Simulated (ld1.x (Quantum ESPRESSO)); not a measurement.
# Pseudopotential generation for zirconium: TM, LDA (PW92), part 2 of 2

Do these settings give a usable potential? It is generated, then checked for transferability, scattering, ghosts and hardness.

ld1.x (Quantum ESPRESSO) 7.5; LDA (PW92), scalar-relativistic. Earlier steps stand in the parts before.

### 3 Testing the new file in other configurations

Contents of Zr.test.in:

```
 &input
   title='Zr', zed=40., rel=1, dft='PW', iswitch=2,
   config='[Kr] 4d2 5s2 5p0'
 /
 &test
   file_pseudo='Zr.UPF', nconf=10,
   configts(1)='4s2 4p6 4d2 5s2 5p0',
   configts(2)='4s2 4p6 4d2 5s1 5p0',
   configts(3)='4s2 4p6 4d2 5s0 5p0',
   configts(4)='4s2 4p6 4d1 5s0 5p0',
   configts(5)='4s2 4p6 4d3 5s0 5p0',
   configts(6)='4s2 4p5 4d2 5s2 5p0',
   configts(7)='4s2 4p6 4d2 5s0 5p1',
   configts(8)='4s2 4p6 4d2 5s1 5p1',
   configts(9)='4s2 4p6 4d2 5s2 5p0', lsdts(9)=1,
   configts(10)='4s2 4p6 4d2 5s1 5p0', lsdts(10)=1
 /
```

Launch:

```bash
$ ld1.x < Zr.test.in > Zr.test.out
```

Zr.test.out, the pseudopotential blocks:

```text
     ---------------------- Testing the pseudopotential ----------------------

     Zr
     scalar relativistic calculation

     atomic number is 40.00   valence charge is 12.00
     dft =PW   lsd =0 sic =0 latt =0  beta=0.20 tr2=1.0E-14
     mesh =1225 r(mesh) = 100.59681 xmin = -7.00 dx = 0.01250

     n l     nl             e AE (Ry)        e PS (Ry)    De AE-PS (Ry)
     1 0     4S   1( 2.00)       -4.00700       -4.00706        0.00005
     2 1     4P   1( 6.00)       -2.38909       -2.38912        0.00003
     3 2     4D   1( 2.00)       -0.27451       -0.27451        0.00000
     2 0     5S   1( 2.00)       -0.33729       -0.33353       -0.00376
     3 1     5P   1( 0.00)       -0.11369       -0.11268       -0.00101

     eps = 5.6E-16  iter = 12

     Etot =   -7189.194867 Ry,   -3594.597433 Ha,  -97813.979158 eV
     Etotps =  -107.755888 Ry,     -53.877944 Ha,   -1466.093550 eV

     Ekin =      28.394046 Ry,      14.197023 Ha,     386.320679 eV
     Encl =    -186.888199 Ry,     -93.444100 Ha,   -2542.743489 eV
     Ehrt =      73.455695 Ry,      36.727848 Ha,     999.415649 eV
     Ecxc =     -26.974555 Ry,     -13.487278 Ha,    -367.007519 eV
     (Ecc =     -13.383422 Ry,      -6.691711 Ha,    -182.090728 eV)
     Epseu=       4.257125 Ry,       2.128562 Ha,      57.921130 eV

     ---------------------- End of pseudopotential test ----------------------

     ---------------------- Testing the pseudopotential ----------------------

     Zr
     [...]
     n l     nl             e AE (Ry)        e PS (Ry)    De AE-PS (Ry)
     1 0     4S   1( 2.00)       -4.50355       -4.51154        0.00799  !
     2 1     4P   1( 6.00)       -2.88525       -2.89276        0.00751  !
     3 2     4D   1( 2.00)       -0.74861       -0.75794        0.00933  !
     2 0     5S   1( 1.00)       -0.75089       -0.76321        0.01231  !
     3 1     5P   1( 0.00)       -0.47292       -0.49180        0.01888  !

     eps = 6.0E-15  iter = 14

     Etot =   -7188.655016 Ry,   -3594.327508 Ha,  -97806.634111 eV
     Etotps =  -107.212402 Ry,     -53.606201 Ha,   -1458.699036 eV
     dEtot_ae =       0.539851 Ry
     dEtot_ps =       0.543487 Ry,   Delta E=      -0.003636 Ry

     [...]
     ---------------------- End of pseudopotential test ----------------------

     ---------------------- Testing the pseudopotential ----------------------

     Zr
     [...]
     n l     nl             e AE (Ry)        e PS (Ry)    De AE-PS (Ry)
     1 0     4S   1( 2.00)       -5.07945       -5.09601        0.01656  !
     2 1     4P   1( 6.00)       -3.45870       -3.47433        0.01562  !
     3 2     4D   1( 2.00)       -1.28705       -1.30971        0.02266  !
     2 0     5S   1( 0.00)       -1.19564       -1.24227        0.04663  !
     3 1     5P   1( 0.00)       -0.86299       -0.92617        0.06318  !

     eps = 4.6E-15  iter =  9

     Etot =   -7187.682291 Ry,   -3593.841146 Ha,  -97793.399520 eV
     Etotps =  -106.213100 Ry,     -53.106550 Ha,   -1445.102838 eV
     dEtot_ae =       1.512575 Ry
     dEtot_ps =       1.542789 Ry,   Delta E=      -0.030213 Ry

     [...]
     ---------------------- End of pseudopotential test ----------------------

     ---------------------- Testing the pseudopotential ----------------------

     Zr
     [...]
     n l     nl             e AE (Ry)        e PS (Ry)    De AE-PS (Ry)
     1 0     4S   1( 2.00)       -6.00080       -6.01036        0.00956  !
     2 1     4P   1( 6.00)       -4.35815       -4.36840        0.01025  !
     3 2     4D   1( 1.00)       -2.08577       -2.10777        0.02201  !
     2 0     5S   1( 0.00)       -1.79152       -1.85886        0.06734  !
     3 1     5P   1( 0.00)       -1.38883       -1.47952        0.09069  !

     eps = 1.9E-15  iter =  7

     Etot =   -7186.005071 Ry,   -3593.002535 Ha,  -97770.579771 eV
     Etotps =  -104.513259 Ry,     -52.256629 Ha,   -1421.975324 eV
     dEtot_ae =       3.189796 Ry
     dEtot_ps =       3.242630 Ry,   Delta E=      -0.052834 Ry

     [...]
     ---------------------- End of pseudopotential test ----------------------

     ---------------------- Testing the pseudopotential ----------------------

     Zr
     [...]
     n l     nl             e AE (Ry)        e PS (Ry)    De AE-PS (Ry)
     1 0     4S   1( 2.00)       -4.30725       -4.32485        0.01760  !
     2 1     4P   1( 6.00)       -2.69988       -2.71583        0.01595  !
     3 2     4D   1( 3.00)       -0.61643       -0.63478        0.01835  !
     2 0     5S   1( 0.00)       -0.67811       -0.70423        0.02612  !
     3 1     5P   1( 0.00)       -0.41878       -0.45291        0.03413  !

     eps = 3.9E-15  iter = 10

     Etot =   -7188.621687 Ry,   -3594.310843 Ha,  -97806.180647 eV
     Etotps =  -107.173554 Ry,     -53.586777 Ha,   -1458.170487 eV
     dEtot_ae =       0.573180 Ry
     dEtot_ps =       0.582334 Ry,   Delta E=      -0.009154 Ry

     [...]
     ---------------------- End of pseudopotential test ----------------------

     ---------------------- Testing the pseudopotential ----------------------

     Zr
     [...]
     n l     nl             e AE (Ry)        e PS (Ry)    De AE-PS (Ry)
     1 0     4S   1( 2.00)       -4.88759       -4.89476        0.00716  !
     2 1     4P   1( 5.00)       -3.23689       -3.24328        0.00639  !
     3 2     4D   1( 2.00)       -0.98529       -0.98868        0.00340
     2 0     5S   1( 2.00)       -0.85143       -0.85313        0.00170
     3 1     5P   1( 0.00)       -0.53966       -0.54812        0.00846  !

     eps = 6.2E-15  iter = 10

     Etot =   -7186.396822 Ry,   -3593.198411 Ha,  -97775.909821 eV
     Etotps =  -104.953100 Ry,     -52.476550 Ha,   -1427.959668 eV
     dEtot_ae =       2.798045 Ry
     dEtot_ps =       2.802789 Ry,   Delta E=      -0.004744 Ry

     [...]
     ---------------------- End of pseudopotential test ----------------------

     ---------------------- Testing the pseudopotential ----------------------

     Zr
     [...]
     n l     nl             e AE (Ry)        e PS (Ry)    De AE-PS (Ry)
     1 0     4S   1( 2.00)       -4.58889       -4.59133        0.00243
     2 1     4P   1( 6.00)       -2.96935       -2.97146        0.00211
     3 2     4D   1( 2.00)       -0.81991       -0.82531        0.00541  !
     2 0     5S   1( 0.00)       -0.79986       -0.80845        0.00859  !
     3 1     5P   1( 1.00)       -0.51707       -0.52805        0.01098  !

     eps = 6.0E-15  iter = 12

     Etot =   -7188.374992 Ry,   -3594.187496 Ha,  -97802.824190 eV
     Etotps =  -106.936515 Ry,     -53.468257 Ha,   -1454.945406 eV
     dEtot_ae =       0.819875 Ry
     dEtot_ps =       0.819373 Ry,   Delta E=       0.000502 Ry

     [...]
     ---------------------- End of pseudopotential test ----------------------

     ---------------------- Testing the pseudopotential ----------------------

     Zr
     [...]
     n l     nl             e AE (Ry)        e PS (Ry)    De AE-PS (Ry)
     1 0     4S   1( 2.00)       -4.09828       -4.09419       -0.00409
     2 1     4P   1( 6.00)       -2.47977       -2.47566       -0.00411
     3 2     4D   1( 2.00)       -0.35286       -0.35008       -0.00278
     2 0     5S   1( 1.00)       -0.39197       -0.38651       -0.00546  !
     3 1     5P   1( 1.00)       -0.15711       -0.15214       -0.00497

     eps = 2.6E-15  iter = 12

     Etot =   -7188.965935 Ry,   -3594.482967 Ha,  -97810.864380 eV
     Etotps =  -107.528348 Ry,     -53.764174 Ha,   -1462.997708 eV
     dEtot_ae =       0.228932 Ry
     dEtot_ps =       0.227540 Ry,   Delta E=       0.001392 Ry

     [...]
     ---------------------- End of pseudopotential test ----------------------

     ---------------------- Testing the pseudopotential ----------------------

     Zr
     [...]
     n l     nl             e AE (Ry)        e PS (Ry)    De AE-PS (Ry)
     1 0     4S   1( 1.00)       -4.02944       -4.02886       -0.00058
     2 1     4P   1( 3.00)       -2.41583       -2.41485       -0.00099
     3 2     4D   1( 2.00)       -0.30471       -0.30209       -0.00262
     2 0     5S   1( 1.00)       -0.35568       -0.34807       -0.00761  !
     3 1     5P   1( 0.00)       -0.12281       -0.11963       -0.00318
     1 0     4S   2( 1.00)       -3.96474       -3.96240       -0.00234
     2 1     4P   2( 3.00)       -2.34270       -2.34106       -0.00164
     3 2     4D   2( 0.00)       -0.22886       -0.23096        0.00209
     2 0     5S   2( 1.00)       -0.31133       -0.31237        0.00104
     3 1     5P   2( 0.00)       -0.10156       -0.10296        0.00140

     eps = 1.4E-15  iter = 13

     Etot =   -7189.232701 Ry,   -3594.616350 Ha,  -97814.493918 eV
     Etotps =  -107.791501 Ry,     -53.895750 Ha,   -1466.578077 eV
     dEtot_ae =      -0.037834 Ry
     dEtot_ps =      -0.035612 Ry,   Delta E=      -0.002222 Ry

     [...]
     ---------------------- End of pseudopotential test ----------------------

     ---------------------- Testing the pseudopotential ----------------------

     Zr
     [...]
     n l     nl             e AE (Ry)        e PS (Ry)    De AE-PS (Ry)
     1 0     4S   1( 1.00)       -4.52933       -4.53632        0.00700  !
     2 1     4P   1( 3.00)       -2.91612       -2.92212        0.00600  !
     3 2     4D   1( 2.00)       -0.79028       -0.79503        0.00475
     2 0     5S   1( 1.00)       -0.78917       -0.79300        0.00383
     3 1     5P   1( 0.00)       -0.50032       -0.51253        0.01221  !
     1 0     4S   2( 1.00)       -4.45450       -4.46021        0.00570  !
     2 1     4P   2( 3.00)       -2.82975       -2.83644        0.00669  !
     3 2     4D   2( 0.00)       -0.67478       -0.69478        0.02000  !
     2 0     5S   2( 0.00)       -0.67403       -0.71457        0.04054  !
     3 1     5P   2( 0.00)       -0.41264       -0.45829        0.04565  !

     eps = 3.1E-15  iter = 12

     Etot =   -7188.738269 Ry,   -3594.369135 Ha,  -97807.766833 eV
     Etotps =  -107.281612 Ry,     -53.640806 Ha,   -1459.640686 eV
     dEtot_ae =       0.456597 Ry
     dEtot_ps =       0.474277 Ry,   Delta E=      -0.017679 Ry

     [...]
     ---------------------- End of pseudopotential test ----------------------
```

Excitation and ionisation energies from 4s2 4p6 4d2 5s2 5p0, with the error of the potential. Spin-polarised rows fill open shells by Hund's rule and count from the unpolarised reference.

| valence configuration | charge | ΔE all-electron (eV) | error AE − PS (meV) |
| --- | --- | --- | --- |
| 4s2 4p6 4d2 5s1 5p0 | +1 | 7.345 | -49 |
| 4s2 4p6 4d2 5s0 5p0 | +2 | 20.580 | -411 |
| 4s2 4p6 4d1 5s0 5p0 | +3 | 43.399 | -719 |
| 4s2 4p6 4d3 5s0 5p0 | +1 | 7.799 | -125 |
| 4s2 4p5 4d2 5s2 5p0 | +1 | 38.069 | -65 |
| 4s2 4p6 4d2 5s0 5p1 | +1 | 11.155 | +6.8 |
| 4s2 4p6 4d2 5s1 5p1 | 0 | 3.115 | +19 |
| 4s2 4p6 4d2 5s2 5p0 (spin-polarised) | 0 | -0.515 | -30 |
| 4s2 4p6 4d2 5s1 5p0 (spin-polarised) | +1 | 6.212 | -241 |

### 4 Scattering by logarithmic derivatives

Taken from the files of the generation run. The phase is arctan(r·u′/u) with u = r·R, unwrapped, with energies in Ry. A pole is an energy at which the radial function vanishes at the test radius. The pseudo phase is shifted by a multiple of π to meet the all-electron one at the reference energy. Levels narrower than the energy grid can be missing from the poles. The last column is the largest difference on the grid between −1 and +1 Ry.

| channel | radius (bohr) | reference (Ry) | poles AE | poles PS | window around the reference with phases within 0.05 rad (Ry) | largest difference near zero (rad) |
| --- | --- | --- | --- | --- | --- | --- |
| s | 2.50 | -4.01 | -3.90, 3.85 | -3.90, 3.80 | the whole range | 0.039 |
| p | 2.50 | -2.39 | -2.14 | -2.14 | the whole range | 0.015 |
| d | 2.50 | -0.27 | 0.61 | 0.62 | below 2.8 | 0.003 |

Phases (rad) along the scan:

```csv
E (Ry),s AE,s PS,p AE,p PS
-6.00,1.376,1.376,1.388,1.388
-5.48,1.358,1.358,1.376,1.376
-4.96,1.327,1.327,1.361,1.361
-4.44,1.231,1.232,1.340,1.341
-3.92,-1.542,-1.542,1.309,1.310
-3.40,-1.741,-1.740,1.250,1.251
-2.88,-1.793,-1.792,1.042,1.043
-2.36,-1.836,-1.835,-1.336,-1.336
-1.84,-1.888,-1.886,-1.684,-1.684
-1.32,-1.963,-1.959,-1.775,-1.774
-0.80,-2.089,-2.081,-1.844,-1.842
-0.28,-2.349,-2.332,-1.928,-1.924
0.24,-2.990,-2.950,-2.058,-2.051
0.76,-3.873,-3.847,-2.320,-2.305
1.28,-4.294,-4.286,-2.964,-2.932
1.80,-4.475,-4.473,-3.856,-3.838
2.32,-4.572,-4.573,-4.279,-4.276
2.84,-4.634,-4.636,-4.460,-4.461
3.36,-4.679,-4.681,-4.557,-4.560
3.88,-4.714,-4.718,-4.619,-4.623
4.40,-4.745,-4.750,-4.662,-4.668
4.92,-4.774,-4.781,-4.697,-4.703
```

### 5 Plane-wave convergence, by spherical Bessel functions

A separate test, outside the generator: the pseudo-atom's Hamiltonian at the reference potential is diagonalised in spherical Bessel functions j_l(qr) that vanish at 20 bohr, with q² up to the cutoff.

All-electron valence levels (Ry): 4s -4.0070, 5s -0.3373, 4p -2.3891, 5p -0.1137, 4d -0.2745. The lowest levels of each channel (Ry) by cutoff; the last column sums, over occupied levels, occupation times the distance from the level at 400 Ry. A positive value at high cutoff is not a bound level.

```csv
cutoff (Ry),s #1,s #2,p #1,p #2,d #1,f #1,Σ f·Δε (mRy)
8,-3.3496,-0.2658,-2.0654,-0.0877,-0.0934,0.1033,3754.7
15,-3.6080,-0.2864,-2.3398,-0.1094,-0.2166,0.1033,1303.8
21,-3.8494,-0.3119,-2.3431,-0.1100,-0.2642,0.1033,655.0
35,-3.9795,-0.3295,-2.3741,-0.1115,-0.2744,0.1033,153.3
45,-3.9824,-0.3301,-2.3856,-0.1124,-0.2745,0.1033,77.1
60,-3.9919,-0.3314,-2.3878,-0.1126,-0.2745,0.1033,42.1
80,-4.0036,-0.3331,-2.3883,-0.1126,-0.2745,0.1033,12.6
90,-4.0057,-0.3333,-2.3887,-0.1126,-0.2745,0.1033,5.5
110,-4.0061,-0.3334,-2.3891,-0.1127,-0.2745,0.1033,2.5
140,-4.0066,-0.3335,-2.3891,-0.1127,-0.2745,0.1033,1.1
160,-4.0069,-0.3335,-2.3891,-0.1127,-0.2745,0.1033,0.3
200,-4.0070,-0.3335,-2.3891,-0.1127,-0.2745,0.1033,0.1
400,-4.0070,-0.3335,-2.3891,-0.1127,-0.2745,0.1033,0.0
```

The sum stays within 10 mRy from 90 Ry and within 1 mRy from 160 Ry. The sum leaves out empty levels, which can need more. Ghost test: no level below the all-electron spectrum of its channel (s, p, d, f tested).

### 6 Outcome

The summary covers parts 1 to 2.

```
                                                quantity                              value
               cutoffs for 10 and 1 mRy, occupied levels                   90 Ry and 160 Ry
                                            bound ghosts                         none found
                       largest miss of a reference level                        51 meV (5s)
         largest test error (AE − PS), unpolarised tests  -719 meV, for 4s2 4p6 4d1 5s0 5p0
largest phase difference near zero energy, channels read                          0.039 rad
```

In words: Already in the reference configuration the 5s level is off by 51 meV; it has no partial wave or projector of its own. By total energies transferability is poor: the largest error is 719 meV on 43.4 eV, for 4s2 4p6 4d1 5s0 5p0. The potential is hard: the looser tolerance needs 90 Ry. The slowest occupied level is 4s: taken alone it needs 100 Ry to come within 1 mRy, against 80 Ry for 5s. No bound ghost shows below the valence levels. Near zero energy the largest phase difference among the channels read is 0.04 rad, in the s channel. All of this concerns the isolated atom, not yet a solid.
